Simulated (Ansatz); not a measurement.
TaTe:

```
CELL_PARAMETERS angstrom
3.42009 0.00000 0.00000
0.00000 3.42009 0.00000
0.00000 0.00000 3.42009
ATOMIC_POSITIONS crystal
Ta 0.50000 0.50000 0.50000
Te 0.00000 0.00000 0.00000
```

The cell was built by a generator and needn't be a form met in nature.

```yaml
Program: Ansatz 0.2.0
Task: relaxation of cell and atoms
Functional: B3LYP
Potentials_or_basis: Ansatz PAW
Cutoff: "420 eV (not typed: the program's choice for these potentials)"
k_mesh: 4 × 4 × 4
Occupations: fermi-dirac, width 0.05 eV
Spin: no spin polarisation
```

At the start: volume 20.00 Å³/atom.

**Question.** Where does the relaxation end?

**Answer.** It ends after 4 steps and the volume is 20.51 Å³/atom (+2.6 %); space group Pm-3m (No. 221, to 0.05 Å).

The path:
```
step  energy change (eV)  largest force (eV/Å)  volume (Å³)
   1              0.0000                0.0000        40.00
   2             -0.0110                0.0000        41.13
   3             -0.0111                0.0000        41.03
   4             -0.0115                0.0000        41.03
```

Final structure:
```
CELL_PARAMETERS angstrom
3.44897 0.00000 0.00000
0.00000 3.44897 0.00000
0.00000 0.00000 3.44897
ATOMIC_POSITIONS crystal
Ta 0.50000 0.50000 0.50000
Te 0.00000 0.00000 0.00000
```

Caveat: the k mesh is coarse (spacing up to 0.46 Å⁻¹), so the values aren't converged, least of all with exact exchange; the plane-wave basis is chosen anew once the cell has moved, so the energies of steps on either side of that aren't comparable; the PAW data sets come from PBE, with cores solved anew for the run's functional, which leaves a small shift of forces and pressure.
